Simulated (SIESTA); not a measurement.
The system is ScSi2.

```
CELL_PARAMETERS angstrom
3.66000 0.00000 0.00000
-1.83000 3.16965 0.00000
0.00000 0.00000 3.87000
ATOMIC_POSITIONS crystal
Sc 0.00000 0.00000 0.00000
Si 0.66667 0.33333 0.50000
Si 0.33333 0.66667 0.50000
```

Base run:

```yaml
Program: SIESTA 5.4.2
Functional: SVWN5
Potentials_or_basis: SPMS 1.0 NC or PseudoDojo by element (PBE files)
Basis: DZP (energy shift 0.002 Ry)
Grid_cutoff: 800 Ry
Energy_shift: 0.002 Ry
k_mesh: 8 × 8 × 7
Occupations: fermi-dirac, width 0.05 eV
Spin: no spin polarisation
```

Its results: band gap on the k mesh none (metal or under the smearing width); pressure 21.8 GPa.

Q: The run is repeated on the same cell with these changes: functional from SVWN5 to LDA; potentials or basis from SPMS 1.0 NC or PseudoDojo by element (PBE files) to PseudoDojo 0.4 standard (LDA files). What comes out?

A: Band gap on the k mesh none (metal or under the smearing width); pressure 18.5 GPa.

Caveats: semicore shells carry a single zeta, which can move pressures by several GPa and volumes by a few percent; so large a pressure means that the cell lies far from this level's equilibrium, or that cutoff or potentials fall short; the basis of atomic orbitals isn't converged, which shifts pressures, moduli and gaps; the potentials were made for another functional, which shifts forces and pressure (some runs).
